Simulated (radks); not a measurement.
**Shell filling in a hard-walled sphere of radius 10.3 bohr*, N = 1 to 7**

Which level does each new electron take in a hard-walled sphere of radius 10.3 bohr*, and at which counts is the dot hardest to charge further? Each count tries a few candidate levels and keeps the lowest.

Method: non-relativistic spin-polarised Kohn-Sham, LDA (Slater exchange, Perdew-Wang correlation), spherically averaged shells; computed with radks, version 2.

### 1 What is given

| Property | Result |
| --- | --- |
| well | a hard-walled sphere of radius 10.3 bohr* |
| functional | LDA (Slater exchange, Perdew-Wang correlation) |
| levels | named by radial order: 1s, 1p, 1d, 2s, 1f and so on |
| units | effective atomic units, hartree* and bohr* |
| configuration carried in | none |

After this run come: Electron number 1; Electron number 2; Electron number 3; 4 electrons; N = 5; Electron number 6; N = 7.

What does the calculation give? Wanted: closed shells at N; largest addition energy; most unpaired electrons; polarisability at N = 2; configuration at N = 7.

The runs gave:

| quantity | value |
| --- | --- |
| closed shells at N | 2 |
| largest addition energy | 0.150 hartree* at N = 2 (of N = 1 to 6) |
| most unpaired electrons | 3 at N = 5 |
| polarisability at N = 2 | 496.6 bohr*³ |
| configuration at N = 7 | 1s2 1p(up 3, down 2) |

In words: All occupied shells are full at N = 2, and the second difference peaks there. Among the lowest states kept at each count, up to 3 electrons are unpaired (N = 5), since exchange favours parallel spins. Spherical averaging forbids deformation, and the greedy search can miss a lower configuration.
